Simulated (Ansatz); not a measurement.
# In2BiP: the cost of one run

Code: Ansatz 0.2.0. PAW datasets, plane waves. Simulation only: spin-unpolarised, and no claim that this is the phase found in nature.

### Step 1. Starting point

The cell was relaxed beforehand with r2SCAN.

The symmetry is P-4m2 (No. 115, tetragonal); conventional cell a = 4.459 Å, c = 6.367 Å, 31.65 Å³ an atom. Near P stand 4 In at 2.63 Å; near In stand 2 P at 2.63 Å and 2 Bi at 2.86 Å; near Bi stand 4 In at 2.86 Å.

Coordinates:

```cif
data_structure
_symmetry_space_group_name_H-M 'P-4m2'
_symmetry_Int_Tables_number 115
_cell_length_a 4.4589
_cell_length_b 4.4589
_cell_length_c 6.3675
_cell_angle_alpha 90.000
_cell_angle_beta 90.000
_cell_angle_gamma 90.000
_cell_volume 126.60
loop_
_atom_site_label
_atom_site_type_symbol
_atom_site_symmetry_multiplicity
_atom_site_Wyckoff_symbol
_atom_site_fract_x
_atom_site_fract_y
_atom_site_fract_z
_atom_site_occupancy
P1 P 1 a 0.00000 0.00000 0.00000 1
In1 In 2 g 0.00000 0.50000 0.78142 1
Bi1 Bi 1 c 0.50000 0.50000 0.50000 1
```

### Step 2. PBE band path

input.yaml reads:

```yaml
crystal:
  lattice:
    - [4.4589491132, 0.0, 0.0]
    - [0.0, 4.4589491132, 0.0]
    - [0.0, 0.0, 6.367468858]
  atoms:
    - { symbol: P, position: [0.0, 0.0, 0.0] }
    - { symbol: In, position: [0.0, 0.5, 0.7814219079] }
    - { symbol: Bi, position: [0.5, 0.5, 0.5] }
    - { symbol: In, position: [0.5, 0.0, 0.2185780921] }
kpoints:
  mp_grid: { grid: [6, 6, 4] }
  band_path:
    path:
      - [[0.0, 0.0, 0.0], [-2.322968109177e-118, 0.5, -7.135264687158e-68], [0.5, 0.5, 1.862768788167e-33], [0.0, 0.0, 0.0], [1.482261634538e-50, 4.902288154353e-84, 0.5], [1.482261634538e-50, 0.5, 0.5], [0.5, 0.5, 0.5], [1.482261634538e-50, 4.902288154353e-84, 0.5]]
      - [[-2.322968109177e-118, 0.5, -7.135264687158e-68], [1.482261634538e-50, 0.5, 0.5]]
      - [[0.5, 0.5, 1.862768788167e-33], [0.5, 0.5, 0.5]]
    npoints: 10
hamiltonian:
  xc: pbe
scf:
  occupations: { method: fermi_dirac, width: 0.02 }
  n_extra_bands: 5
output:
  forces: true
  stress: true
  eigenvalues: true
```

Launch:

```console
$ ansatz run input.yaml --threads 2 --pin off --max-ram 2211MiB --backend cpu --events-out ev --progress --plain --runs-dir out
```

What time and memory should one allow on 2 threads of Intel Xeon 6975P-C (Granite Rapids), shared host?

About 5.2 s, with a peak of 0.49 GiB.
